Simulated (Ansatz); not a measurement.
# ZrF (sextet): wave-function methods side by side, def2-QZVPP

The task here is to estimate one member of a computed series from the others.

Method: def2-QZVPP, core rule «outside noble gas», up to 5 orbitals frozen; program: Ansatz 0.2.0, Gaussian basis.

The runs, in order: UHF; ROHF; CCSD(T) on UHF.

### The geometry

The geometry is a PBE0/def2-TZVP stationary point (not a proven minimum) of the parent state, kept for this charge and spin. No spin-orbit coupling is included. Elements past krypton take def2 core potentials.

2 atoms, charge 0, spin multiplicity 6.

Atoms are counted from 1 here; the program's logs count them from 0.

Bond lengths: Zr1–F2 1.889 Å.

As a file:

```xyz
2

Zr    0.0000    0.0000    0.0000
F     0.0000    0.0000    1.8888
```

The first run:

in.yaml

```yaml
crystal:
  periodic: [false, false, false]
  atoms:
    - {symbol: Zr, position_ang: [0.000000, 0.000000, 0.000000]}
    - {symbol: F, position_ang: [0.000000, 0.000000, 1.888800]}
basis:
  gaussian: {orbitals: "def2-QZVPP.json"}
magnetization: {spin_polarized: true, initial_magnetization: 5}
hamiltonian: {xc: hf}
output: {orbitals: {seedname: orbitals}}
```

On the command line:

```bash
> ansatz run in.yaml --threads 1 --pin off --events-out ev --progress --plain --max-ram 3968MiB --backend cpu
```

Steps of the session up to this table: UHF; ROHF; CCSD(T) on UHF.

One table of the session follows, with a row left open; its other results are not shown here.

| method | from UCCSD(T) (kcal/mol) |
| --- | --- |
| ROHF | +186.05 |
| UHF | +180.18 |
| UMP2 | +16.78 |
| UCCSD | ? |
| UCCSD(T) | 0 |

**Question.** Estimate the row for UCCSD.

As computed: from UCCSD(T) (kcal/mol): +4.50. In the column «from UCCSD(T) (kcal/mol)» it lies between UCCSD(T) (0) and UMP2 (+16.78).
